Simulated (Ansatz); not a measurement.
**Cl2FOSi radical: basis-set convergence**

One table from this session's results is given with a row withheld; the runs are named, their logs left out.

Computed with Ansatz 0.2.0, Gaussian basis. Level: one geometry, several basis sets.

The runs, in order: PBE0-D4/def2-SVP; ωB97M-V/def2-SVP; PBE0-D4/def2-QZVPP; ωB97M-V/def2-QZVPP; the functionals' def2-TZVPP values are taken from earlier runs.

## The geometry

An earlier PBE0-D4 in a triple-zeta def2 set relaxation fixed the geometry.

SMILES `[O][Si](F)(Cl)Cl`, 5 atoms, charge 0, spin multiplicity 2.

Atoms are counted from 1 here; the program's logs count them from 0.

Bond lengths: O1–Si2 1.643 Å, Si2–F3 1.574 Å, Si2–Cl4 2.012 Å, Si2–Cl5 2.011 Å. Angles: O1–Si2–F3 113.3°, O1–Si2–Cl4 105.6°, O1–Si2–Cl5 107.2°, F3–Si2–Cl4 108.3°, F3–Si2–Cl5 107.9°, Cl4–Si2–Cl5 114.8°.

The first run:

in.yaml reads:

```yaml
crystal:
  periodic: [false, false, false]
  atoms:
    - {symbol: O, position_ang: [1.205179, -1.120893, 0.351019]}
    - {symbol: Si, position_ang: [0.001992, -0.037316, 0.071864]}
    - {symbol: F, position_ang: [-0.944508, 0.175525, 1.311101]}
    - {symbol: Cl, position_ang: [-1.088599, -0.815843, -1.428500]}
    - {symbol: Cl, position_ang: [0.875736, 1.725026, -0.346984]}
basis:
  gaussian: {orbitals: def2-SVP}
magnetization: {spin_polarized: true, initial_magnetization: 1}
hamiltonian: {xc: pbe0, dispersion: d4}
output: {orbitals: {seedname: orbitals}}
```

On the command line:

```console
> ansatz run in.yaml --threads 4 --pin off --events-out ev --progress --plain --max-ram 10444MiB
```

Steps of the session up to this table: PBE0-D4 in def2-SVP; ωB97M-V in def2-SVP; PBE0-D4 in def2-QZVPP; ωB97M-V in def2-QZVPP.

One table of the session follows, with a row left open; its other results are not shown here.

It belongs to the step «Functionals by basis». 

| functional | basis | HOMO (eV) | LUMO (eV) |
| --- | --- | --- | --- |
| PBE0-D4 | def2-SVP | ? | ? |
| PBE0-D4 | def2-TZVPP | -9.88 | -5.69 |
| PBE0-D4 | def2-QZVPP | -9.92 | -5.73 |
| ωB97M-V | def2-SVP | -12.07 | -3.29 |
| ωB97M-V | def2-TZVPP | -12.26 | -3.49 |
| ωB97M-V | def2-QZVPP | -12.31 | -3.55 |

**Question.** Estimate the row for PBE0-D4, def2-SVP.

As computed: HOMO (eV): -9.73; LUMO (eV): -5.57. In the column «HOMO (eV)» it is the highest.
